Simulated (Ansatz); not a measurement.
A nudged elastic band was laid between two geometries of a periodic cell of 19 atoms, GeH2W8C8 (surface WC(100), adsorbate GeH2).

Theory: DFT PBE, scalar-relativistic, plane waves, PAW (Ansatz 0.2.0). Settings: PAW set soft_1, cutoff 420 eV, k mesh 4x4x1, gaussian smearing 0.1 eV, no spin polarisation.

- movable images: 5
- climbing image: yes
- spring: 5.0 eV/Å²
- optimiser: quadratic models (default)
- start path: IDPP
- force threshold: 0.03 eV/Å
- iteration limit: 75
- end points: relaxed
- atoms held: 1, 5, 9, 13

First end point:

```xyz
19
Lattice="5.8130 0.0000 0.0000 0.0000 5.6732 0.0000 0.0000 0.0000 15.1952" Properties=species:S:1:pos:R:3
W 0.000 0.000 1.000
C 2.908 1.418 2.552
W 1.482 -0.023 3.525
C 2.909 1.418 4.192
W 0.000 2.837 1.000
C 2.909 4.255 2.497
W 1.483 2.859 3.524
C 1.557 4.254 5.010
W 2.906 0.000 1.000
C 5.814 1.418 2.478
W 4.336 -0.023 3.525
C 5.816 1.418 4.051
W 2.906 2.837 1.000
C 5.816 4.254 2.560
W 4.336 2.859 3.523
C 4.259 4.254 5.010
Ge 2.908 4.251 6.414
H 2.908 5.526 7.283
H 2.908 2.973 7.277
```

Last end point:

```xyz
19
Lattice="5.8130 0.0000 0.0000 0.0000 5.6732 0.0000 0.0000 0.0000 15.1952" Properties=species:S:1:pos:R:3
W 0.000 0.000 1.000
C 2.878 1.404 2.507
W 1.476 0.052 3.477
C 2.544 1.980 5.171
W 0.000 2.837 1.000
C 2.867 4.250 2.573
W 1.428 2.874 3.484
C 1.333 4.447 5.093
W 2.906 0.000 1.000
C 5.828 1.417 2.645
W 4.367 -0.061 3.478
C 3.435 1.076 4.831
W 2.906 2.837 1.000
C 5.829 4.249 2.591
W 4.302 2.803 3.499
C 4.345 4.118 5.008
Ge 2.813 3.771 6.117
H 0.391 4.440 5.662
H 2.785 3.684 7.661
```

**Question.** What changes between the two ends?

**Answer.** Contacts lost: C2–C4, W3–C4, C4–W11, W7–C12, C10–C12, Ge17–H18. Contacts made: C4–C12, C4–Ge17, C8–H18. The atom that moves furthest is H18, by 3.18 Å; four of its nearest neighbours are Ge17 1.54, H19 2.55, C8 2.93, C16 2.93 Å at the first end and C8 1.10, C16 2.00, Ge17 2.55, W3 2.76 Å at the last.

**Question.** Give the energies along the band, and the barrier.

**Answer.** The forces met the threshold. The highest image is number 1 of 0 to 6, 2.13 eV above the first end and 3.30 eV above the last; the last end lies 1.17 eV below the first. The profile has 2 maxima (images 1, 3) with wells between them (image 2): this band takes more than one step, which may be the mechanism or a detour left from its start path. Neighbouring images differ by up to 2.1 eV, so the band resolves the path poorly. By the program's own check the climbing image is of a kind that is not told: the force calls were inconclusive, a negative curvature could not be distinguished from the path's own, the only one lies far off the path, or fixed occupations may fill a level only in part (lowest curvatures found: -2.80 and 0.15 eV/Å²). Limits of this set-up: coarse k mesh, thin slab, slab without dipole correction, no dispersion correction for a molecule that may bind weakly, a typed lattice constant that wasn't relaxed here.

```
image  path coordinate (Å)  energy (eV)  C2–C4 (Å)  W3–C4 (Å)  C4–W11 (Å)
    0                 0.00         0.00       1.64       2.14        2.13
    1                 1.48         2.13       1.64       2.12        2.21
    2                 2.77         0.27       2.33       2.14        2.39
    3                 4.06         0.51       2.55       2.06        2.66
    4                 5.36         0.39       2.44       2.00        2.60
    5                 6.65        -0.27       2.72       2.46        3.18
    6                 7.95        -1.17       2.75       2.78        3.22
```

**Question.** What is the geometry of the highest image?

**Answer.** 
```xyz
19
Lattice="5.8130 0.0000 0.0000 0.0000 5.6732 0.0000 0.0000 0.0000 15.1952" Properties=species:S:1:pos:R:3
W 0.000 0.000 1.000
C 3.005 1.418 2.591
W 1.467 -0.023 3.441
C 2.816 1.418 4.217
W 0.000 2.837 1.000
C 2.774 4.255 2.479
W 1.467 2.860 3.441
C 1.338 4.255 4.968
W 2.906 0.000 1.000
C 5.977 1.418 2.537
W 4.376 -0.029 3.613
C 4.805 1.418 4.877
W 2.906 2.837 1.000
C 5.761 4.255 2.562
W 4.376 2.866 3.613
C 3.957 4.255 5.031
Ge 2.625 4.255 6.438
H 2.636 5.539 7.289
H 2.636 2.971 7.289
```

Run time: 66 min on 4 threads of Arm Neoverse V1 (shared host), peak memory 3.5 GiB.
